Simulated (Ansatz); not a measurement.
# C14H14: the cost of one run

Program: Ansatz 0.2.0, Gaussian basis. Level of theory: the settings change from run to run. These are calculated values, not measurements.

## Step 1: The relaxed structure

The geometry comes from an earlier relaxation with PBE0-D4 in a triple-zeta def2 set; it is a stationary point, not always the lowest conformer.

SMILES `c1ccc(CCc2ccccc2)cc1`, 28 atoms, charge 0, spin multiplicity 1.

Atoms are counted from 1 here; the program's logs count them from 0.

Bond lengths: C1–C2 1.387 Å, C1–C14 1.387 Å, C1–H15 1.084 Å, C2–C3 1.386 Å, C2–H16 1.084 Å, C3–C4 1.392 Å, C3–H17 1.086 Å, C4–C5 1.499 Å, C4–C13 1.391 Å, C5–C6 1.538 Å, C5–H18 1.094 Å, C5–H19 1.094 Å, C6–C7 1.499 Å, C6–H20 1.094 Å, C6–H21 1.094 Å, C7–C8 1.392 Å, C7–C12 1.391 Å, C8–C9 1.386 Å and more. Angles: C2–C1–C14 119.5°, C2–C1–H15 120.2°, C14–C1–H15 120.3°, C1–C2–C3 120.0°, C1–C2–H16 120.1°, C3–C2–H16 119.9°, C2–C3–C4 121.0°, C2–C3–H17 119.7°, C4–C3–H17 119.3°, C3–C4–C5 120.5°, C3–C4–C13 118.4°, C5–C4–C13 121.0°, C4–C5–C6 112.6°, C4–C5–H18 109.8°, C4–C5–H19 109.8°, C6–C5–H18 108.9°, C6–C5–H19 108.6°, H18–C5–H19 107.1° and more.

## Step 2: wB97M-V/def2-SVP

Set apart from the defaults: coordinates scaled by 0.92, a point charge of 1.00 e beside it, high accuracy, the search for lower states set to light.

in.yaml

```yaml
crystal:
  periodic: [false, false, false]
  atoms:
    - {symbol: C, position_ang: [-0.983325, -2.907299, 0.863654]}
    - {symbol: C, position_ang: [-0.879193, -2.292937, 1.977591]}
    - {symbol: C, position_ang: [-0.972474, -1.021806, 2.016820]}
    - {symbol: C, position_ang: [-1.170975, -0.342311, 0.949672]}
    - {symbol: C, position_ang: [-1.210410, 1.035768, 0.994042]}
    - {symbol: C, position_ang: [0.078468, 1.618914, 0.948235]}
    - {symbol: C, position_ang: [0.747944, 1.334582, -0.223762]}
    - {symbol: C, position_ang: [0.538929, 2.031660, -1.277489]}
    - {symbol: C, position_ang: [1.110910, 1.742398, -2.379827]}
    - {symbol: C, position_ang: [1.905135, 0.745363, -2.445360]}
    - {symbol: C, position_ang: [2.122522, 0.044954, -1.401644]}
    - {symbol: C, position_ang: [1.547644, 0.338468, -0.301569]}
    - {symbol: C, position_ang: [-1.275431, -0.969716, -0.160881]}
    - {symbol: C, position_ang: [-1.183092, -2.241031, -0.205635]}
    - {symbol: H, position_ang: [-0.912636, -3.901506, 0.830358]}
    - {symbol: H, position_ang: [-0.728744, -2.806214, 2.819648]}
    - {symbol: H, position_ang: [-0.892439, -0.546568, 2.892018]}
    - {symbol: H, position_ang: [-1.753538, 1.385603, 0.222567]}
    - {symbol: H, position_ang: [-1.668515, 1.336265, 1.838518]}
    - {symbol: H, position_ang: [-0.016581, 2.615570, 1.052905]}
    - {symbol: H, position_ang: [0.613178, 1.288798, 1.734140]}
    - {symbol: H, position_ang: [-0.079999, 2.814643, -1.231731]}
    - {symbol: H, position_ang: [0.939453, 2.299258, -3.189555]}
    - {symbol: H, position_ang: [2.355244, 0.518030, -3.305751]}
    - {symbol: H, position_ang: [2.741752, -0.735888, -1.443579]}
    - {symbol: H, position_ang: [1.712647, -0.219665, 0.509232]}
    - {symbol: H, position_ang: [-1.420648, -0.452549, -1.002061]}
    - {symbol: H, position_ang: [-1.265857, -2.712802, -1.080565]}
basis:
  gaussian: {orbitals: def2-SVP, point_charges: [{charge: 1.00, position_ang: [7.595, -0.810, -0.284]}]}
hamiltonian: {xc: {name: wB97M-V}}
accuracy: high
scf: {lower_state_search: light}
```

Run with:

```console
$ ansatz run in.yaml --threads 10 --pin off --events-out ev --progress --plain --max-ram 110592MiB --backend cpu
```

What time and memory should one allow on 10 threads of AMD EPYC 7R13, shared host?

About 42 s, with a peak of 4.4 GiB.
